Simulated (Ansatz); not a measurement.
# SiTe4H: from a guess to a relaxed structure, part 2 of 2

Aim: relax a trial structure of SiTe4H and see where it ends.

Ansatz 0.2.0; DFT PBE, scalar-relativistic, plane waves, PAW. The steps go on from the part before.

## Step 4: Final relaxation

The end of the coarse run is made exact in the group found at a tolerance of 0.06 Å and reduced to its primitive cell.

input.yaml reads:

```yaml
crystal:
  lattice:
    - [0.0, 4.4137880001, 4.4137880001]
    - [4.4137880001, 0.0, 4.4137880001]
    - [4.4137880001, 4.4137880001, 0.0]
  atoms:
    - { symbol: Si, position: [0.0, 0.0, 0.0] }
    - { symbol: Te, position: [0.3759504578, 0.3759504578, 0.3759504578] }
    - { symbol: Te, position: [0.8721486265, 0.3759504578, 0.3759504578] }
    - { symbol: Te, position: [0.3759504578, 0.3759504578, 0.8721486265] }
    - { symbol: Te, position: [0.3759504578, 0.8721486265, 0.3759504578] }
    - { symbol: H, position: [0.75, 0.75, 0.75] }
basis:
  ecutwfc: 420
kpoints:
  mp_grid: { grid: [8, 8, 8] }
hamiltonian:
  xc: pbe
scf:
  occupations: { method: gaussian, width: 0.1 }
output:
  forces: true
  stress: true
  eigenvalues: true
relax:
  adjacent_minimum: "off"
  f_tol: 0.01
  max_steps: 80
  cell: { stress_tol: 0.05 }
```

The run is started by

```bash
ansatz run input.yaml --threads 1 --pin off --max-ram 2560MiB --backend cpu --events-out ev --progress --plain --runs-dir out
```

The log of the run:

```text
Warning: RAYON_NUM_THREADS=1 ignored (pool sized by the plan → 1); use --threads N
Engine: ansatz 0.2.0, x86_64-unknown-linux-gnu
Pseudopotentials: kind: paw
Pseudopotential: Si, paw, valence charge 4, recommended cutoff 420 eV (normal), Si.paw.azcp
Pseudopotential: Te, paw, valence charge 16, recommended cutoff 420 eV (normal), Te.paw.azcp
Pseudopotential: H, paw, valence charge 1, recommended cutoff 420 eV (normal), H.paw.azcp
Functional definition: PBE
  parameter kappa = 0.804
  parameter beta = 0.06672455060314922
  exchange = pbe_x(kappa = kappa, mu = beta*pi^2/3)
  correlation = pbe_c(beta = beta)
Crystal: 6 atoms, lattice volume = 171.975 Å³
Basis set: ecut = 420 eV, 3383 PW (Γ), exchange–correlation on 90×90×90 points (8 copies of the dense FFT grid, shifted against one another)
Bands: 42, of which v1, the nominal top of the filled ones, is band 35 counted from 1 (34 counted from 0)
Symmetry: 24 space group operations
Space group: F-43m (ITA 216), of the structure as read, at distance tolerance 5.6e-5 Å
k-points: 29 of 512 (time reversal used)
Non-local potential: Si, projectors of the file, l = 0: 2, l = 1: 2, l = 2: 2
Non-local potential: Te, projectors of the file, l = 0: 2, l = 1: 2, l = 2: 2, l = 3: 2
Non-local potential: H, projectors of the file, l = 0: 2, l = 1: 1
PAW form: soft (Blöchl's): semilocal exchange-correlation on the pseudo side does not see the compensation charge
PAW one-centre angular grid: Si, 110 points (default); XC on 64 Gauss nodes
PAW one-centre angular grid: Te, 590 points (default); XC on 64 Gauss nodes
PAW one-centre angular grid: H, 110 points (default); XC on 64 Gauss nodes
Initial density: superposition of atomic densities (neutral atoms: chi_scale 0, normalization atom), corrected by the library's trained network
Initial wavefunctions: pseudopotential atomic-orbital guess
Functional: x = pbe(κ = 0.804, μ = 0.2195149727645171), c = pbe(β = 0.06672455060314922)
SCF iter   1: F=—  HF=-28565.611051 eV  |F-HF|=—  |Δ(HF+E_count)|=         —  Δρ=3.69e-3  dr2=5.74e-2  ethr=1.77e-3  ⟨swp⟩=12.1  Hψ=5725  notcnv=0
preconditioner: auto → Kerker (q_TF=auto, 2.343 Å⁻¹)  [metal: Δε(μ)=0.034 eV  Ē_g=7.254 eV  σ=0.100 eV  W_gap=0.19  n_scr=26 (ndim 8)  ℏωp=15.2 eV  f_vac=0.000  D(μ)=3.63/eV (n_scr^D=14)]
SCF iter   2: F=—  HF=-28565.607223 eV  |F-HF|=—  |Δ(HF+E_count)|=   3.83e-3  Δρ=1.70e-3  dr2=1.31e-2  ethr=8.32e-5  ⟨swp⟩=1.8  Hψ=1554  notcnv=0
SCF iter   3: F=—  HF=-28565.607001 eV  |F-HF|=—  |Δ(HF+E_count)|=   2.22e-4  Δρ=4.79e-4  dr2=1.19e-3  ethr=1.90e-5  ⟨swp⟩=1.9  Hψ=1377  notcnv=0
SCF iter   4: F=—  HF=-28565.607169 eV  |F-HF|=—  |Δ(HF+E_count)|=   1.67e-4  Δρ=1.84e-4  dr2=1.30e-4  ethr=1.72e-6  ⟨swp⟩=2.4  Hψ=1577  notcnv=0
SCF iter   5: F=—  HF=-28565.607186 eV  |F-HF|=—  |Δ(HF+E_count)|=   1.73e-5  Δρ=9.32e-5  dr2=1.78e-5  ethr=1.89e-7  ⟨swp⟩=3.0  Hψ=2322  notcnv=0
SCF iter   6: F=—  HF=-28565.607215 eV  |F-HF|=—  |Δ(HF+E_count)|=   2.86e-5  Δρ=3.54e-5  dr2=2.45e-6  ethr=2.59e-8  ⟨swp⟩=2.0  Hψ=1490  notcnv=0
SCF iter   7: F=—  HF=-28565.607215 eV  |F-HF|=—  |Δ(HF+E_count)|=   6.82e-7  Δρ=7.64e-6  dr2=1.03e-7  ethr=3.55e-9  ⟨swp⟩=2.0  Hψ=1507  notcnv=0
SCF iter   8: F=-28565.607215 eV  HF=-28565.607215 eV  |F-HF|=2.49e-9  |Δ(HF+E_count)|=   4.79e-8  Δρ=2.09e-6  dr2=7.72e-9  ethr=1.45e-10  ⟨swp⟩=9.8  Hψ=4685  notcnv=0
SCF 1 converged in 8 iterations: F = -28565.607215 eV  dr2 = 7.72e-9
relax step   1: F+E_penalty+E_count = -28565.60721527 eV  Δ(F+E_penalty+E_count) = +0.000e0 eV  max|allowed force component| = 1.005e-1 eV/Å  Δτ_max = 0.0000 Å  P = -0.426 GPa  Ω = 171.975 Å³  (8 SCF iters, dr2 threshold 1.00e-7 eV, accepted)
Crystal: 6 atoms, lattice volume = 169.726 Å³
Basis set: ecut = 420 eV, 3287 PW (Γ), exchange–correlation on 90×90×90 points (8 copies of the dense FFT grid, shifted against one another)
Initial density: handed on by an earlier stage of this run
Initial wavefunctions: those handed on with the density
iter 1 solved again at ethr=1.03e-5 eV; its pass at ethr=3.10e-3 eV (dr2=7.07e-3 eV) is discarded
SCF iter   1: F=—  HF=-28565.612997 eV  |F-HF|=—  |Δ(HF+E_count)|=         —  Δρ=1.35e-3  dr2=6.52e-3  ethr=1.03e-5  ⟨swp⟩=1.7  Hψ=6075  notcnv=0
preconditioner: auto → Kerker (q_TF=auto, 2.348 Å⁻¹)  [metal: Δε(μ)=0.034 eV  Ē_g=7.316 eV  σ=0.100 eV  W_gap=0.19  n_scr=26 (ndim 8)  ℏωp=15.3 eV  f_vac=0.000  D(μ)=3.79/eV (n_scr^D=14)]
SCF iter   2: F=—  HF=-28565.612482 eV  |F-HF|=—  |Δ(HF+E_count)|=   5.16e-4  Δρ=6.23e-4  dr2=1.37e-3  ethr=9.46e-6  ⟨swp⟩=1.1  Hψ=1220  notcnv=0
SCF iter   3: F=—  HF=-28565.612368 eV  |F-HF|=—  |Δ(HF+E_count)|=   1.14e-4  Δρ=1.32e-4  dr2=7.84e-5  ethr=1.98e-6  ⟨swp⟩=1.9  Hψ=1259  notcnv=0
SCF iter   4: F=—  HF=-28565.612400 eV  |F-HF|=—  |Δ(HF+E_count)|=   3.25e-5  Δρ=3.15e-5  dr2=1.86e-6  ethr=1.14e-7  ⟨swp⟩=2.0  Hψ=1572  notcnv=0
SCF iter   5: F=—  HF=-28565.612400 eV  |F-HF|=—  |Δ(HF+E_count)|=   2.25e-7  Δρ=1.74e-5  dr2=6.15e-7  ethr=2.69e-9  ⟨swp⟩=2.0  Hψ=2233  notcnv=0
SCF iter   6: F=-28565.612401 eV  HF=-28565.612401 eV  |F-HF|=9.92e-9  |Δ(HF+E_count)|=   1.80e-7  Δρ=4.84e-6  dr2=4.07e-8  ethr=8.70e-10  ⟨swp⟩=6.0  Hψ=4081  notcnv=0
SCF 2 converged in 6 iterations: F = -28565.612401 eV  dr2 = 4.07e-8
relax step   2: F+E_penalty+E_count = -28565.61240055 eV  Δ(F+E_penalty+E_count) = -5.185e-3 eV  max|allowed force component| = 7.505e-2 eV/Å  Δτ_max = 0.0224 Å  P = +0.096 GPa  Ω = 169.726 Å³  energy of the carried Pulay correction = +4.172e-4 eV  (6 SCF iters, dr2 threshold 6.00e-7 eV, accepted)
Crystal: 6 atoms, lattice volume = 170.123 Å³
iter 1 solved again at ethr=6.93e-7 eV; its pass at ethr=3.10e-3 eV (dr2=4.78e-4 eV) is discarded
SCF iter   1: F=—  HF=-28565.614790 eV  |F-HF|=—  |Δ(HF+E_count)|=         —  Δρ=4.05e-4  dr2=5.07e-4  ethr=6.93e-7  ⟨swp⟩=3.8  Hψ=6536  notcnv=0
preconditioner: auto → Kerker (q_TF=auto, 2.347 Å⁻¹)  [metal: Δε(μ)=0.018 eV  Ē_g=7.309 eV  σ=0.100 eV  W_gap=0.10  n_scr=26 (ndim 8)  ℏωp=15.3 eV  f_vac=0.000  D(μ)=3.74/eV (n_scr^D=14)]
SCF iter   2: F=—  HF=-28565.614764 eV  |F-HF|=—  |Δ(HF+E_count)|=   2.55e-5  Δρ=2.00e-4  dr2=1.12e-4  ethr=6.93e-7  ⟨swp⟩=1.0  Hψ=1219  notcnv=0
SCF iter   3: F=—  HF=-28565.614798 eV  |F-HF|=—  |Δ(HF+E_count)|=   3.42e-5  Δρ=4.34e-5  dr2=6.22e-6  ethr=1.62e-7  ⟨swp⟩=1.9  Hψ=1244  notcnv=0
iter 4 did not close the SCF: its close was put off for the readings that it lacked (scf_convergence_deferred on its scf_iter line)
SCF iter   4: F=-28565.614799 eV  HF=-28565.614799 eV  |F-HF|=7.39e-10  |Δ(HF+E_count)|=   7.20e-7  Δρ=1.04e-5  dr2=2.06e-7  ethr=9.01e-9  ⟨swp⟩=2.0  Hψ=1496  notcnv=0
iter 5 did not close the SCF: its close was put off for the readings that it lacked (scf_convergence_deferred on its scf_iter line)
SCF iter   5: F=-28565.614799 eV  HF=-28565.614799 eV  |F-HF|=3.27e-9  |Δ(HF+E_count)|=   4.62e-8  Δρ=4.76e-6  dr2=4.89e-8  ethr=2.98e-10  ⟨swp⟩=3.0  Hψ=2356  notcnv=0
SCF iter   6: F=-28565.614799 eV  HF=-28565.614799 eV  |F-HF|=4.26e-10  |Δ(HF+E_count)|=   5.30e-9  Δρ=1.17e-6  dr2=3.48e-9  ethr=7.08e-11  ⟨swp⟩=2.4  Hψ=3843  notcnv=0
SCF 3 converged in 6 iterations: F = -28565.614799 eV  dr2 = 3.48e-9
relax step   3: F+E_penalty+E_count = -28565.61479927 eV  Δ(F+E_penalty+E_count) = -2.399e-3 eV  max|allowed force component| = 2.999e-3 eV/Å  Δτ_max = 0.0096 Å  P = -0.009 GPa  Ω = 170.123 Å³  energy of the carried Pulay correction = +3.432e-4 eV  (6 SCF iters, dr2 threshold 3.52e-7 eV, accepted)
Initial wavefunctions: pseudopotential atomic-orbital guess (no wavefunctions were taken with the density)
iter 1 solved again at ethr=6.76e-7 eV; its pass at ethr=3.10e-3 eV (dr2=4.66e-4 eV) is discarded
SCF iter   1: F=—  HF=-28565.614395 eV  |F-HF|=—  |Δ(HF+E_count)|=         —  Δρ=1.18e-5  dr2=6.64e-8  ethr=6.76e-7  ⟨swp⟩=3.3  Hψ=8576  notcnv=0
eigensolver tolerance schedule: the retry pair's looser diagonalisation over-reported the residual by 7019.77 of it (diagonalisation noise at an unbounded share of the residual, at the tolerance the schedule requests for it); recorded, not acted on — ethr = c·dr2/N_el stays at c = 1.0e-1
preconditioner: auto → Kerker (q_TF=auto, 2.347 Å⁻¹)  [metal: Δε(μ)=0.017 eV  Ē_g=7.308 eV  σ=0.100 eV  W_gap=0.10  n_scr=26 (ndim 8)  ℏωp=15.3 eV  f_vac=0.000  D(μ)=3.74/eV (n_scr^D=14)]
SCF iter   2: F=—  HF=-28565.614433 eV  |F-HF|=—  |Δ(HF+E_count)|=   3.86e-5  Δρ=5.95e-6  dr2=1.34e-8  ethr=9.63e-11  ⟨swp⟩=3.6  Hψ=2729  notcnv=0
SCF iter   3: F=—  HF=-28565.614433 eV  |F-HF|=—  |Δ(HF+E_count)|=   4.96e-8  Δρ=1.12e-6  dr2=1.22e-9  ethr=1.94e-11  ⟨swp⟩=2.1  Hψ=2225  notcnv=0
SCF iter   4: F=—  HF=-28565.614433 eV  |F-HF|=—  |Δ(HF+E_count)|=   1.57e-9  Δρ=2.31e-7  dr2=1.62e-10  ethr=1.76e-12  ⟨swp⟩=2.8  Hψ=2164  notcnv=0
iter 5 did not close the SCF: its close was put off for the readings that it lacked (scf_convergence_deferred on its scf_iter line)
SCF iter   5: F=-28565.614433 eV  HF=-28565.614433 eV  |F-HF|=7.28e-12  |Δ(HF+E_count)|=  7.28e-11  Δρ=1.45e-7  dr2=4.80e-11  ethr=1.00e-12  ⟨swp⟩=1.9  Hψ=1244  notcnv=0
iter 6 did not close the SCF: its close was put off for the readings that it lacked (scf_convergence_deferred on its scf_iter line)
SCF iter   6: F=-28565.614433 eV  HF=-28565.614433 eV  |F-HF|=1.46e-11  |Δ(HF+E_count)|=  1.46e-11  Δρ=3.69e-8  dr2=1.50e-12  ethr=1.00e-12  ⟨swp⟩=1.0  Hψ=1218  notcnv=0
iter 7 did not close the SCF: its close was put off for the readings that it lacked (scf_convergence_deferred on its scf_iter line)
SCF iter   7: F=-28565.614433 eV  HF=-28565.614433 eV  |F-HF|=1.46e-11  |Δ(HF+E_count)|=  2.18e-11  Δρ=1.22e-8  dr2=1.33e-13  ethr=1.00e-12  ⟨swp⟩=1.0  Hψ=1218  notcnv=0
iter 8 did not close the SCF: its close was put off for the readings that it lacked (scf_convergence_deferred on its scf_iter line)
SCF iter   8: F=-28565.614433 eV  HF=-28565.614433 eV  |F-HF|=7.28e-12  |Δ(HF+E_count)|=    0.00e0  Δρ=4.66e-9  dr2=3.03e-14  ethr=1.00e-12  ⟨swp⟩=1.0  Hψ=1218  notcnv=0
SCF iter   9: F=-28565.614433 eV  HF=-28565.614433 eV  |F-HF|=7.28e-12  |Δ(HF+E_count)|=  7.28e-12  Δρ=7.37e-10  dr2=7.37e-16  ethr=1.00e-12  ⟨swp⟩=2.0  Hψ=2925  notcnv=0
SCF 4 converged in 9 iterations: F = -28565.614433 eV  dr2 = 7.37e-16
relax step   4: F+E_penalty+E_count = -28565.61443348 eV  Δ(F+E_penalty+E_count) = +3.658e-4 eV  max|allowed force component| = 3.004e-3 eV/Å  Δτ_max = 0.0000 Å  P = -0.009 GPa  Ω = 170.123 Å³  stress off target by 9.25e-3 GPa  SCF on the basis re-selected at this cell (its energy is not comparable with the rows above)  (9 SCF iters)
basis re-selected at this cell: Δ(F+E_penalty+E_count) = +3.658e-4 eV, ΔP = -0.000 GPa vs the last step (what re-selecting the basis moved, of the pressure what is left beyond the Pulay correction that the steps carried, after the strain that the cell walked since its last selection, with what the two solves' SCF thresholds leave and, on support functions, any second-order correction that the steps lacked; it is no measure of the basis error at this ecutwfc). This SCF's stress stands 9.25e-3 GPa from its target on what of the cell is left free (relax.cell.stress_tol is 5.00e-2 GPa) and its largest allowed force component is 3.00e-3 eV/Å (relax.f_tol is 1.00e-2 eV/Å): within both
SCF converged after 9 iterations
Free energy (F): -28565.614433 eV
Harris-Foulkes:  -28565.614433 eV  (|F-HF|=7.28e-12)
Internal energy: -28565.595741 eV  (E = F + TS)
E sigma→0 (E₀):  -28565.605087 eV
Entropy (-TS):   -0.018692 eV (-3.115 meV/atom)
Fermi energy:    7.581280 eV
--- Per-component energies (eV) ---
  E_band       = -1139.505177
  E_kinetic    = 764.867108
  E_local      = -6468.986875  (includes V_loc(G=0)·N_el)
  E_nonlocal   = -1215.353783
  E_hartree    = 3882.672403
  E_xc         = -556.303230
  E_vxc        = -467.825527  (∫ρ·V_xc dr)
  E_paw        = -19158.689380  (= ΣΔE_a)
  E_vpaw       = -1517.549319  (= ΣTr[D̂ρ^β])
  E_aug_tail   = -0.001588  (compensation charges beyond the density's cutoff)
  E_ewald      = -5813.800397
  E_smearing   = -0.018692  (= −TS)
  E_closure    = 0.000000  (closes the sum)
  Σ components = -28565.614433   (vs F -28565.614433, Δ=0.00e0)
--- Forces (eV/Å), atoms counted from 1 ---
  atom   1  Si    -0.00000000    -0.00000000    -0.00000000
  atom   2  Te    -0.00300427    -0.00300427    -0.00300427
  atom   3  Te    -0.00300427     0.00300427     0.00300427
  atom   4  Te     0.00300427     0.00300427    -0.00300427
  atom   5  Te     0.00300427    -0.00300427     0.00300427
  atom   6  H     -0.00000000    -0.00000000    -0.00000000
  max |Σ_I F_I| component: 5.31e-17 eV/Å
--- Stress (GPa, compression-positive) ---
       -0.009251       0.000000       0.000000
        0.000000      -0.009251       0.000000
        0.000000      -0.000000      -0.009251
  P = ⅓ Tr σ = -0.0093 GPa (-0.093 kbar)
--- Band table (eV; the first three rows and the last of 29) ---
  k-point 0: bands = ["-30.0842", "-30.0476", "-30.0476", "-30.0476", "-30.0373", "-30.0373", "-29.9896", "-29.9896", "-29.9896", "-29.9595", "-29.9595", "-29.9595", "-29.9425", "-29.9425", "-29.9425", "-29.9311", "-29.9311", "-29.9158", "-29.9158", "-29.9158", "-6.5400", "-2.7709", "-2.7709", "-2.7709", "-0.0715", "0.8824", "2.6117", "2.6117", "2.6117", "4.2405", "4.2405", "6.9078", "7.3626", "7.3626", "7.3626", "9.3992", "9.3992", "9.3992", "10.4809", "10.4809", "10.4809", "12.4418"]
  k-point 1: bands = ["-30.0822", "-30.0467", "-30.0461", "-30.0461", "-30.0356", "-30.0356", "-29.9925", "-29.9898", "-29.9898", "-29.9615", "-29.9615", "-29.9595", "-29.9425", "-29.9420", "-29.9420", "-29.9313", "-29.9313", "-29.9172", "-29.9172", "-29.9158", "-6.4783", "-3.0741", "-2.7889", "-2.7889", "0.2195", "0.8174", "2.7071", "2.7071", "2.8628", "4.2379", "4.2379", "6.6786", "7.5040", "7.5040", "7.6312", "8.9953", "8.9953", "9.4090", "9.8603", "10.4161", "10.4161", "12.6406"]
  k-point 2: bands = ["-30.0770", "-30.0437", "-30.0437", "-30.0437", "-30.0289", "-30.0289", "-30.0005", "-29.9908", "-29.9908", "-29.9671", "-29.9671", "-29.9595", "-29.9426", "-29.9404", "-29.9404", "-29.9318", "-29.9318", "-29.9208", "-29.9208", "-29.9158", "-6.3037", "-3.6800", "-2.8310", "-2.8310", "0.4109", "1.0901", "2.9141", "2.9141", "3.4829", "4.3420", "4.3420", "6.5530", "7.5229", "7.5713", "7.5713", "8.3263", "8.3263", "9.0785", "9.4329", "10.3995", "10.3995", "12.4690"]
  k-point 28: bands = ["-30.0511", "-30.0506", "-30.0330", "-30.0329", "-30.0129", "-30.0124", "-30.0084", "-30.0080", "-29.9865", "-29.9862", "-29.9747", "-29.9746", "-29.9394", "-29.9394", "-29.9341", "-29.9340", "-29.9304", "-29.9301", "-29.9240", "-29.9240", "-5.2686", "-5.2482", "-3.0848", "-3.0435", "0.3486", "2.7552", "2.9434", "3.6321", "4.8335", "5.1127", "5.3794", "5.6948", "5.7357", "7.4540", "7.5188", "7.7981", "8.2989", "8.6927", "8.7803", "8.8219", "8.8607", "12.5477"]
--- Relaxed structure (3 steps of the walk, 3 accepted, 1 SCFs on fresh bases) ---
  F+E_penalty+E_count = -28565.61443348 eV   max|allowed force component| = 3.004e-3 eV/Å   (the final SCF, on the basis selected at the relaxed cell)
  cell:  # Å, volume = 170.1231 Å³
    - [-7.46472002819204e-33, 4.397890502770037, 4.397890502770037]
    - [4.397890502770037, -5.426571215033804e-33, 4.397890502770037]
    - [4.397890502770037, 4.397890502770037, -7.337335727369651e-33]
  atoms:
    - { symbol: Si, position: [3.236512889780657e-17, 3.2397880876302463e-17, 3.229962494081477e-17] }
    - { symbol: Te, position: [0.3751120391371893, 0.3751120391371893, 0.3751120391371893] }
    - { symbol: Te, position: [0.8746638825884319, 0.3751120391371893, 0.3751120391371894] }
    - { symbol: Te, position: [0.3751120391371893, 0.3751120391371893, 0.8746638825884319] }
    - { symbol: Te, position: [0.3751120391371893, 0.8746638825884319, 0.3751120391371894] }
    - { symbol: H, position: [0.75, 0.75, 0.75] }
```

It took 77 s on 1 thread of Intel Xeon at 2.70GHz, shared host; peak memory 0.51 GiB.

The steps of the relaxation:

```csv
step,E - E(step 1) (eV/cell),largest force component (eV/Å),pressure (GPa),volume (Å³)
1,0.0000,0.1005,-0.43,171.97
2,-0.0052,0.0750,0.10,169.73
3,-0.0076,0.0030,-0.01,170.12
4,-0.0072,0.0030,-0.01,170.12
```

Step 1 is the start. Step 4 repeats the geometry before it on a plane-wave basis chosen anew for that cell, so its energy need not be comparable with the rows above.

Lengths and angles in the start's conventional setting:

|  | before | after | change |
| --- | --- | --- | --- |
| a (Å) | 8.828 | 8.796 | -0.4 % |
| b (Å) | 8.828 | 8.796 | -0.4 % |
| c (Å) | 8.828 | 8.796 | -0.4 % |
| volume (Å³/atom) | 28.66 | 28.35 | -1.1 % |
| shortest distance (Å) | 3.097 | 3.107 | +0.3 % |
| space group (0.01 Å) | F-43m | F-43m | same |

Forces and stress were held to the start's 24 operations: a distortion of lower symmetry was not tested.

## Step 5: Variant: ecutwfc 550 eV

input.yaml reads:

```yaml
crystal:
  lattice:
    - [0.0, 4.3978905028, 4.3978905028]
    - [4.3978905028, 0.0, 4.3978905028]
    - [4.3978905028, 4.3978905028, 0.0]
  atoms:
    - { symbol: Si, position: [0.0, 0.0, 0.0] }
    - { symbol: Te, position: [0.3751120391, 0.3751120391, 0.3751120391] }
    - { symbol: Te, position: [0.8746638826, 0.3751120391, 0.3751120391] }
    - { symbol: Te, position: [0.3751120391, 0.3751120391, 0.8746638826] }
    - { symbol: Te, position: [0.3751120391, 0.8746638826, 0.3751120391] }
    - { symbol: H, position: [0.75, 0.75, 0.75] }
basis:
  ecutwfc: "550 eV"
kpoints:
  mp_grid: { grid: [8, 8, 8] }
hamiltonian:
  xc: pbe
scf:
  occupations: { method: gaussian, width: 0.1 }
output:
  forces: true
  eigenvalues: true
  stress: true
```

The run is started by

```bash
ansatz run input.yaml --threads 1 --pin off --max-ram 2560MiB --backend cpu --events-out ev --progress --plain --runs-dir out
```

The log of the run, cut to the lines that bear on the results:

```text
Warning: RAYON_NUM_THREADS=1 ignored (pool sized by the plan → 1); use --threads N
[...]
[... 5 set-up lines as earlier in the session ...]
[...]
Crystal: 6 atoms, lattice volume = 170.123 Å³
Basis set: ecut = 550 eV, 4957 PW (Γ), exchange–correlation on 96×96×96 points (8 copies of the dense FFT grid, shifted against one another)
Bands: 42, of which v1, the nominal top of the filled ones, is band 35 counted from 1 (34 counted from 0)
[... 1 set-up line as earlier in the session ...]
Space group: F-43m (ITA 216), of the structure as read, at distance tolerance 5.5e-5 Å
k-points: 29 of 512 (time reversal used)
[...]
SCF iter   8: F=-28565.620104 eV  HF=-28565.620104 eV  |F-HF|=2.67e-9  |Δ(HF+E_count)|=   4.92e-8  Δρ=2.08e-6  dr2=7.92e-9  ethr=1.45e-10  ⟨swp⟩=10.2  Hψ=4857  notcnv=0
[...]
SCF converged after 8 iterations
Free energy (F): -28565.620104 eV
[...]
E sigma→0 (E₀):  -28565.610758 eV
Entropy (-TS):   -0.018692 eV (-3.115 meV/atom)
Fermi energy:    7.581082 eV
[...]
--- Forces (eV/Å), atoms counted from 1 ---
  atom   1  Si    -0.00000000    -0.00000000    -0.00000000
  atom   2  Te    -0.00299076    -0.00299076    -0.00299076
  atom   3  Te    -0.00299076     0.00299076     0.00299076
  atom   4  Te     0.00299076     0.00299076    -0.00299076
  atom   5  Te     0.00299076    -0.00299076     0.00299076
  atom   6  H     -0.00000000     0.00000000    -0.00000000
[...]
--- Stress (GPa, compression-positive) ---
       -0.011938       0.000000       0.000000
       -0.000000      -0.011938      -0.000000
        0.000000      -0.000000      -0.011938
  P = ⅓ Tr σ = -0.0119 GPa (-0.119 kbar)
--- Band table (eV; the first three rows and the last of 29) ---
[...]
```

It took 31 s on 1 thread of Intel Xeon at 2.70GHz, shared host; peak memory 0.57 GiB.

| run | ending | energy change | pressure (GPa) | gap (eV) | force (eV/Å) | cycles | time |
| --- | --- | --- | --- | --- | --- | --- | --- |
| step 4 | converged | 0 | 0.0 | 0.00 | 0.01 | - | 77 s |
| variant | converged | -0.9 meV/atom | 0.0 | 0.00 | 0.01 | 8 | 31 s |

Changing the cutoff moves the energy by -0.9 meV/atom. More plane waves (550 against 420 eV) lower the energy, so the reference carries about that much basis error.

## Step 6: Summary of results

What follows sums up all 2 parts. Changes of volume or cell count from the first structure of part 1.

| quantity | value |
| --- | --- |
| symmetry at the end (tolerance 0.05 Å) | space group F-43m (No. 216) |
| conventional cell | a = 8.796 Å, b = 8.796 Å, c = 8.796 Å, α = 90.00°, β = 90.00°, γ = 90.00° |
| volume | 28.35 Å³/atom |
| energy over the elements (uncorrected; H, N, O, F and Cl as molecules) | +0.98 eV/atom |
| gap on the mesh | none (metal) |

The space group F-43m (No. 216) is kept, and the volume per atom grows by 11.4 % from the first guess. The formation energy is positive, so the separate elements lie lower. No finished test with a distortion of lower symmetry is shown, so the end may be a saddle point. The runs treat Te without spin-orbit coupling.
